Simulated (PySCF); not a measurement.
# CH₇NOSi+ (doublet): electronic structure in real space

For CH₇NOSi+ (doublet), the scripts below see where an electron leaves and enters, measure its response to a uniform field and analyse its density (charges, bond critical points, surface potential).

Method: levels as typed in each script, gas phase, geometry from GFN2-xTB; program: PySCF 2.14.0.

## (1) The system as given

SMILES `CO[SiH2][NH2+]`, 11 atoms, charge 1, spin multiplicity 2.

Bond lengths: C1–O2 1.385 Å, C1–H5 1.090 Å, C1–H6 1.096 Å, C1–H7 1.095 Å, O2–Si3 1.587 Å, Si3–N4 1.712 Å, Si3–H8 1.475 Å, Si3–H9 1.474 Å, N4–H10 1.010 Å, N4–H11 1.011 Å. Angles: O2–C1–H5 111.9°, O2–C1–H6 108.9°, O2–C1–H7 108.8°, H5–C1–H6 109.8°, H5–C1–H7 110.3°, H6–C1–H7 107.0°, C1–O2–Si3 152.1°, O2–Si3–N4 120.5°, O2–Si3–H8 102.9°, O2–Si3–H9 102.8°, N4–Si3–H8 108.5°, N4–Si3–H9 108.7°, H8–Si3–H9 113.6°, Si3–N4–H10 123.2°, Si3–N4–H11 126.0°, H10–N4–H11 110.8°.

As a file:

```xyz
11
CH7NOSi
C    -2.0573    0.4553    0.0030
O    -0.9240   -0.3407   -0.0040
Si    0.6507   -0.5396    0.0009
N     1.6965    0.8159   -0.0016
H    -1.8118    1.5125    0.1069
H    -2.6110    0.2929   -0.9292
H    -2.7085    0.1345    0.8234
H     0.8816   -1.3069    1.2391
H     0.8843   -1.3197   -1.2282
H     2.7035    0.7373    0.0064
H     1.4126    1.7863   -0.0053
```

## (2) Removing and adding an electron (HF/6-311g**)

File input.py:

```python
import numpy as np
from pyscf import gto, scf, dft
from pyscf.scf import atom_ks, atom_hf
from scipy.linalg import block_diag

def solve(mol, dm0=None, hcore=None):
    mf = scf.UHF(mol) if mol.spin else scf.RHF(mol)
    mf = mf.density_fit(auxbasis='def2-universal-jkfit')
    mf.conv_tol, mf.max_cycle = 1e-8, 80
    if hcore is not None:
        mf.get_hcore = lambda *args: hcore
    mf.kernel(dm0)
    if not mf.converged:
        mf = mf.newton().run(mf.mo_coeff, mf.mo_occ, max_cycle=30)
    assert mf.converged, 'SCF not converged'
    return mf

mol = gto.M(atom='''
C     -2.05732     0.45532     0.00299
O     -0.92399    -0.34074    -0.00403
Si     0.65071    -0.53960     0.00090
N      1.69645     0.81594    -0.00164
H     -1.81180     1.51251     0.10688
H     -2.61104     0.29290    -0.92915
H     -2.70855     0.13446     0.82339
H      0.88163    -1.30691     1.23907
H      0.88432    -1.31967    -1.22820
H      2.70345     0.73726     0.00638
H      1.41261     1.78626    -0.00525
''', basis='6-311g**', charge=1, spin=1, verbose=4)
mf = solve(mol)
out = dict(e0=mf.e_tot, dm0=mf.make_rdm1(), c=mf.mo_coeff, occ=mf.mo_occ, eps=mf.mo_energy)
for name, dq, spin in [('cation', 1, 0), ('anion', -1, 0)]:
    ion = mol.copy().set(charge=mol.charge + dq, spin=spin).build()
    mi = solve(ion)
    if spin and dq > 0 and mol.nao < 130:
        c, _, stable, _ = mi.stability(return_status=True)
        if not stable:
            mi = solve(ion, mi.make_rdm1(c, mi.mo_occ))
    print(name, 'vertical energy change / eV', (mi.e_tot - mf.e_tot) * 27.211386)
    out.update({'e_' + name: mi.e_tot, 'dm_' + name: mi.make_rdm1(), 's2_' + name: mi.spin_square()[0], 'eps_' + name: mi.mo_energy, 'occ_' + name: mi.mo_occ})
# spherically averaged free atoms, for the promolecule
atm = scf.atom_hf.get_atm_nrhf(mol)
pro = block_diag(*[(atm[a[0]][2] * atm[a[0]][3]) @ atm[a[0]][2].T for a in mol._atom])
np.savez('result.npz', pro=pro, **out)
```

Launch:

```console
OMP_NUM_THREADS=1 python input.py
```

## (4) Response to an electric field (HF/def2-svpd)

File input.py:

```python
import numpy as np
from pyscf import gto, scf, dft
from pyscf.scf import atom_ks, atom_hf
from scipy.linalg import block_diag

def solve(mol, dm0=None, hcore=None):
    mf = scf.UHF(mol) if mol.spin else scf.RHF(mol)
    mf = mf.density_fit(auxbasis='def2-universal-jkfit')
    mf.conv_tol, mf.max_cycle = 1e-8, 80
    if hcore is not None:
        mf.get_hcore = lambda *args: hcore
    mf.kernel(dm0)
    if not mf.converged:
        mf = mf.newton().run(mf.mo_coeff, mf.mo_occ, max_cycle=30)
    assert mf.converged, 'SCF not converged'
    return mf

mol = gto.M(atom='''
C     -2.05732     0.45532     0.00299
O     -0.92399    -0.34074    -0.00403
Si     0.65071    -0.53960     0.00090
N      1.69645     0.81594    -0.00164
H     -1.81180     1.51251     0.10688
H     -2.61104     0.29290    -0.92915
H     -2.70855     0.13446     0.82339
H      0.88163    -1.30691     1.23907
H      0.88432    -1.31967    -1.22820
H      2.70345     0.73726     0.00638
H      1.41261     1.78626    -0.00525
''', basis='def2-svpd', charge=1, spin=1, verbose=4)
field = np.array([0.01, 0.0, 0.0])  # atomic units
mol.set_common_orig(mol.atom_charges() @ mol.atom_coords() / mol.atom_charges().sum())
mf = solve(mol)
out = dict(dm0=mf.make_rdm1(), d0=mf.dip_moment(unit='AU'), e0=mf.e_tot)
for name, sign in (('p', 1), ('m', -1)):
    h = mf.get_hcore() + sign * np.einsum('x,xij->ij', field, mol.intor('int1e_r'))
    mi = solve(mol, mf.make_rdm1(), h)
    out.update({'dm' + name: mi.make_rdm1(), 'd' + name: mi.dip_moment(unit='AU'), 'e' + name: mi.e_tot})
# spherically averaged free atoms, for the promolecule
atm = scf.atom_hf.get_atm_nrhf(mol)
pro = block_diag(*[(atm[a[0]][2] * atm[a[0]][3]) @ atm[a[0]][2].T for a in mol._atom])
np.savez('result.npz', pro=pro, **out)
```

## (6) Density, bond paths and surface potential (PBE0/def2-tzvp)

File input.py:

```python
import numpy as np
from pyscf import gto, scf, dft
from pyscf.scf import atom_ks, atom_hf
from scipy.linalg import block_diag

def solve(mol, dm0=None, hcore=None):
    mf = (dft.UKS if mol.spin else dft.RKS)(mol, xc='pbe0')
    mf.grids.level = 3
    mf = mf.density_fit(auxbasis='def2-universal-jkfit')
    mf.conv_tol, mf.max_cycle = 1e-8, 80
    if hcore is not None:
        mf.get_hcore = lambda *args: hcore
    mf.kernel(dm0)
    if not mf.converged:
        mf = mf.newton().run(mf.mo_coeff, mf.mo_occ, max_cycle=30)
    assert mf.converged, 'SCF not converged'
    return mf

mol = gto.M(atom='''
C     -2.05732     0.45532     0.00299
O     -0.92399    -0.34074    -0.00403
Si     0.65071    -0.53960     0.00090
N      1.69645     0.81594    -0.00164
H     -1.81180     1.51251     0.10688
H     -2.61104     0.29290    -0.92915
H     -2.70855     0.13446     0.82339
H      0.88163    -1.30691     1.23907
H      0.88432    -1.31967    -1.22820
H      2.70345     0.73726     0.00638
H      1.41261     1.78626    -0.00525
''', basis='def2-tzvp', charge=1, spin=1, verbose=4)
mf = solve(mol)
mf.analyze()
# spherically averaged free atoms, for the promolecule
atm = atom_ks.get_atm_nrks(mol, xc='pbe0')
pro = block_diag(*[(atm[a[0]][2] * atm[a[0]][3]) @ atm[a[0]][2].T for a in mol._atom])
np.savez('result.npz', e=mf.e_tot, c=mf.mo_coeff, occ=mf.mo_occ, eps=mf.mo_energy, pro=pro, dip=mf.dip_moment(verbose=0), s2=mf.spin_square()[0])
```

(Steps that only read results are left out.)

Q: Predict the outcome of this session. Wanted: vertical ionisation energy; vertical electron affinity; polarisability along the field; dipole moment; HOMO, LUMO.

As calculated:

| quantity | value |
| --- | --- |
| vertical ionisation energy (HF/6-311g**) | 18.40 eV |
| vertical electron affinity (HF/6-311g**) | 8.35 eV |
| polarisability along the field (HF/def2-svpd) | 47.6 bohr³ |
| dipole moment (PBE0/def2-tzvp) | 3.36 D |
| HOMO, LUMO (PBE0/def2-tzvp) | -13.25, -11.16 eV |

In words: The ionisation energy from two SCF runs, 18.40 eV, lies 2.2 eV above −ε(HOMO) = 16.18 eV of the same level, HF/6-311g**, since self-interaction lifts this functional's HOMO. At PBE0/def2-tzvp: The highest Hirshfeld charge is on Si3 (+0.56 e), the lowest on O2 (−0.15 e). All values hold at the given geometry, in the gas phase.
